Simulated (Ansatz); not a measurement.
This script makes an equation of state with a fit of Te, space group Imma with Ansatz 0.2.0 through its Python package.

The script, `eos_te.py`:
```python
"""Equation of state of Te."""

import ansatz as az
import numpy as np

config = {
    "xc": "r2scan",
    "ecut": 530,
    "occupations": "cold",
    "smearing_width": 0.1,
    "mesh": (11, 11, 11),
}

VECTORS = np.array([
    [-2.957791, 3.875966, 1.535153],
    [2.957791, -3.875966, 1.535153],
    [2.957791, 3.875966, -1.535153],
])
SITES = [
    ("Te", (0.999071, 0.249071, 0.75)),
    ("Te", (0.000929, 0.750929, 0.25)),
]


def make_crystal(cell):
    crystal = az.Crystal(lattice=az.Lattice.of(cell))
    for symbol, position in SITES:
        crystal = crystal.atom(symbol, position)
    return crystal

# scale the volume, keep shape and fractions
volumes, energies, pressures = [], [], []
for scale in np.linspace(0.9, 1.1, 9):
    cell = VECTORS * scale ** (1 / 3)
    calculation = (
        make_crystal(cell).calculation()
        .functional(config["xc"])
        .pseudopotentials("paw")
        .basis(config["ecut"])
        .occupations(config["occupations"], width=config["smearing_width"])
        .kpoints(*config["mesh"])
        .stress()
    )
    report = calculation.run(threads=1).report
    volumes.append(abs(np.linalg.det(cell)) / len(SITES))
    energies.append(report["free_energy_ev"] / len(SITES))
    pressures.append(np.trace(report["stress_gpa"]) / 3)
    print(f"V = {volumes[-1]:8.4f} A^3/atom  F = {energies[-1]:.5f} eV/atom  P = {pressures[-1]:8.3f} GPa")

# third-order Birch-Murnaghan: a cubic in V^(-2/3)
x = np.array(volumes) ** (-2 / 3)
poly = np.polynomial.Polynomial.fit(x, energies, 3).convert()
roots = poly.deriv().roots()
x0 = min((r.real for r in roots if abs(r.imag) < 1e-9 and poly.deriv(2)(r.real) > 0), key=lambda r: abs(r - x.mean()))
v0 = x0 ** -1.5
b0 = 4 / 9 * poly.deriv(2)(x0) * v0 ** (-7 / 3) * 160.21766
b1 = 4 + 2 / 3 * x0 * poly.deriv(3)(x0) / poly.deriv(2)(x0)
print(f"V0 = {v0:.4f} A^3/atom, B0 = {b0:.1f} GPa, dB/dP = {b1:.2f}")
```

Its results, one of them left out:

| V (Å³/atom) | F less the lowest row shown (meV/atom) |
| --- | --- |
| 31.679 | 67.05 |
| 32.559 | 36.64 |
| 33.439 | 16.19 |
| 34.319 | ? |
| 35.199 | 0.00 |
| 36.079 | 2.15 |
| 36.959 | 9.92 |
| 37.839 | 22.55 |
| 38.719 | 39.40 |

What is the missing energy at 34.319 Å³ an atom?

A third-order Birch-Murnaghan fit, E = E0 + (9 V0 B0 / 16) [(t - 1)³ B' + (t - 1)² (6 - 4t)] with t = (V0/V)^(2/3), through the 8 rows shown gives V0 = 35.330 Å³, B0 = 46.3 GPa, B' = 4.71 and E0 = -0.06 meV. At V = 34.319 Å³, t = 1.01954, and the fit interpolates to 4.36 meV. The run gave 4.35 meV, a miss of 0.01 meV.

What to keep in mind:
- Shape and fractional positions are held along the curve, so the bulk modulus is an upper value where they are free to relax, by a factor of two or more in layered or hydrogen-bonded cells.
- Pressure is positive in compression.
- This isn't the structure that Te takes at ambient conditions.
- Wall time of the script: 5.1 min on 1 thread of Arm Neoverse V1, on a shared host, peak memory 0.95 GiB.
